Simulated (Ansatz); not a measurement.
**C₂H₈F₂In₂O₂: basis-set convergence**

The task here is to estimate one member of a computed series from the others.

Method: one geometry, several basis sets; program: Ansatz 0.2.0, Gaussian basis.

Levels to be run: PBE0-D4/def2-SVP; ωB97M-V/def2-SVP; PBE0-D4/def2-QZVPP; ωB97M-V/def2-QZVPP; the functionals' def2-TZVPP values are taken from earlier runs.

### Structure used throughout

The geometry comes from an earlier relaxation with PBE0-D4 in a triple-zeta def2 set; it is a stationary point, not always the lowest conformer. In takes the def2 core potential; no spin-orbit term is included.

SMILES `C[O+]1[In@H-]([F])[O+](C)[In@@H-]1[F]`, 16 atoms, charge 0, spin multiplicity 1.

Atoms are counted from 1 here; the program's logs count them from 0.

Bond lengths: C1–O2 1.423 Å, C1–H9 1.093 Å, C1–H10 1.094 Å, C1–H11 1.094 Å, O2–In3 2.132 Å, O2–In7 2.132 Å, In3–F4 1.954 Å, In3–O5 2.132 Å, In3–H12 1.690 Å, O5–C6 1.423 Å, O5–In7 2.132 Å, C6–H13 1.094 Å, C6–H14 1.094 Å, C6–H15 1.093 Å, In7–F8 1.954 Å, In7–H16 1.690 Å. Angles: O2–C1–H9 111.4°, O2–C1–H10 109.8°, O2–C1–H11 109.8°, H9–C1–H10 108.9°, H9–C1–H11 108.9°, H10–C1–H11 107.9°, C1–O2–In3 120.3°, C1–O2–In7 120.4°, In3–O2–In7 100.6°, O2–In3–F4 102.1°, O2–In3–O5 79.4°, O2–In3–H12 118.5°, F4–In3–O5 102.1°, F4–In3–H12 125.9°, O5–In3–H12 118.4°, In3–O5–C6 120.4°, In3–O5–In7 100.6°, C6–O5–In7 120.3° and more.

Set-up of the first run:

Contents of in.yaml:

```yaml
crystal:
  periodic: [false, false, false]
  atoms:
    - {symbol: C, position_ang: [0.916191, -2.165952, -0.887896]}
    - {symbol: O, position_ang: [0.923528, -1.155053, 0.113081]}
    - {symbol: In, position_ang: [1.466352, 0.846025, -0.381417]}
    - {symbol: F, position_ang: [0.726621, 1.038658, -2.179828]}
    - {symbol: O, position_ang: [-0.242196, 1.195151, 0.844411]}
    - {symbol: C, position_ang: [-1.224346, 2.147668, 0.454546]}
    - {symbol: In, position_ang: [-0.808173, -0.807375, 1.306496]}
    - {symbol: F, position_ang: [-2.255465, -1.127928, 0.033281]}
    - {symbol: H, position_ang: [0.182709, -1.949719, -1.668697]}
    - {symbol: H, position_ang: [1.907273, -2.243116, -1.343554]}
    - {symbol: H, position_ang: [0.678699, -3.132996, -0.435961]}
    - {symbol: H, position_ang: [2.964737, 1.426897, 0.141613]}
    - {symbol: H, position_ang: [-1.983265, 2.238324, 1.236635]}
    - {symbol: H, position_ang: [-0.758216, 3.128316, 0.324490]}
    - {symbol: H, position_ang: [-1.711196, 1.859687, -0.480567]}
    - {symbol: H, position_ang: [-0.783252, -1.298597, 2.923348]}
basis:
  gaussian: {orbitals: def2-SVP}
hamiltonian: {xc: pbe0, dispersion: d4}
output: {orbitals: {seedname: orbitals}}
```

Run with:

```bash
ansatz run in.yaml --threads 2 --pin off --events-out ev --progress --plain --max-ram 32768MiB --backend cpu
```

Steps of the session up to this table: PBE0-D4 in def2-SVP; ωB97M-V in def2-SVP; PBE0-D4 in def2-QZVPP; ωB97M-V in def2-QZVPP.

One table of the session follows, with a row left open; its other results are not shown here.

```
functional       basis  HOMO (eV)
   PBE0-D4    def2-SVP      -8.31
   PBE0-D4  def2-TZVPP      -8.42
   PBE0-D4  def2-QZVPP      -8.44
   ωB97M-V    def2-SVP     -10.73
   ωB97M-V  def2-TZVPP     -10.85
   ωB97M-V  def2-QZVPP          ?
```

Q: Estimate the row for ωB97M-V, def2-QZVPP from the others.

The run gave: HOMO (eV): -10.87. In the column «HOMO (eV)» it is the lowest.
